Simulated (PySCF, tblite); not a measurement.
**C4H10BN3: geometry, infrared bands and NMR shifts**

What infrared bands and NMR shifts should C4H10BN3 (`CN[B@-]1(C#N)CC[NH2+]1`) show?

Computed with tblite 0.8.0 and PySCF 2.14.0, with density-fitted response routines of our own, on a single molecule in the gas phase. Atoms are numbered from 0 throughout.

## 1. Starting geometry

18 atoms, charge 0, multiplicity 1; geometry from: force field or distance geometry start.

Bonds of the start (Å): C0–N1 1.46, N1–B2 1.52, B2–C3 1.55, C3–N4 1.13, B2–C5 1.59, C5–C6 1.52, C6–N7 1.46, N7–B2 1.51, C0–H8 1.12, C0–H9 1.12, C0–H10 1.10, N1–H11 1.04, C5–H12 1.11, C5–H13 1.09, C6–H14 1.11, C6–H15 1.10, N7–H16 1.03, N7–H17 1.02.

## 2. Relaxing the molecule with GFN2-xTB

What the job is given:

```
{"job": {"kind": "relax", "xc": "GFN2-xTB", "basis": "xTB"}, "charge": 0, "multiplicity": 1}
C     -2.226900    -0.007300     0.616200
N     -0.996500     0.637500     1.052800
B      0.025000     0.439100    -0.057400
C     -0.417100     0.944800    -1.456600
N     -0.731000     1.291200    -2.486000
C      0.543500    -1.067700    -0.040900
C      1.776800    -0.393100    -0.620800
N      1.476100     0.727400     0.260600
H     -2.129400    -0.120300    -0.495500
H     -2.246700    -1.058700     0.997000
H     -3.131400     0.548500     0.899700
H     -0.660000     0.190100     1.930900
H      0.747100    -1.383300     1.002700
H      0.017700    -1.774900    -0.677700
H      1.633400    -0.207100    -1.704000
H      2.721600    -0.898000    -0.379600
H      1.792600     0.503600     1.215100
H      1.796300     1.634400    -0.068100
```

Run with:

```
OMP_NUM_THREADS=1 python probes_run.py task.json out
```

One launch serves the whole session: the jobs run in the order shown.

**Question.** This job is followed by: GFN2-xTB harmonic vibrations, gas phase; GIAO PBE0/pcSseg-1 NMR shielding, non-relativistic, gas phase. What will the session give for the following? strongest single infrared mode (GFN2-xTB); zero-point energy (GFN2-xTB); 13C shifts against TMS (PBE0/pcSseg-1); 1H shifts against TMS (PBE0/pcSseg-1); 15N shifts against NH3 (PBE0/pcSseg-1); 11B shifts against BF3·OEt2 (PBE0/pcSseg-1).

As calculated:

| quantity | value |
| --- | --- |
| strongest single infrared mode (GFN2-xTB) | 1513 cm⁻¹, 137 km/mol |
| zero-point energy (GFN2-xTB) | 93.0 kcal/mol |
| 13C shifts against TMS (PBE0/pcSseg-1) | 127.8, 45.0, 36.8, 29.3 ppm |
| 1H shifts against TMS (PBE0/pcSseg-1) | 4.76, 3.84, 3.72, 3.11, 3.01, 2.89, 1.21, 1.11, 0.78, -0.01 ppm |
| 15N shifts against NH3 (PBE0/pcSseg-1) | 362.6, 141.9, 42.0 ppm |
| 11B shifts against BF3·OEt2 (PBE0/pcSseg-1) | 30.8 ppm |

In words: Over 177 steps the energy fell by 1.910 eV; of the close pairs, B2–N7 changed most, 1.513 to 3.030 Å. No mode is imaginary among the 48: a minimum at this level. The strongest single mode, at 1513 cm⁻¹, is carried by N1, B2, H9, H10. GFN2-xTB is a fitted tight-binding method: band positions and strengths are rough. Its intensities can rank the bands wrongly. The structure rearranged or came apart on optimisation; the results belong to the end geometry, not to the formula as drawn. Shifts at one fixed geometry are not the observed spectrum, which averages over the motion. At PBE0/pcSseg-1: The largest span, 515 ppm, is at N4, where the paramagnetic term is -435 ppm.
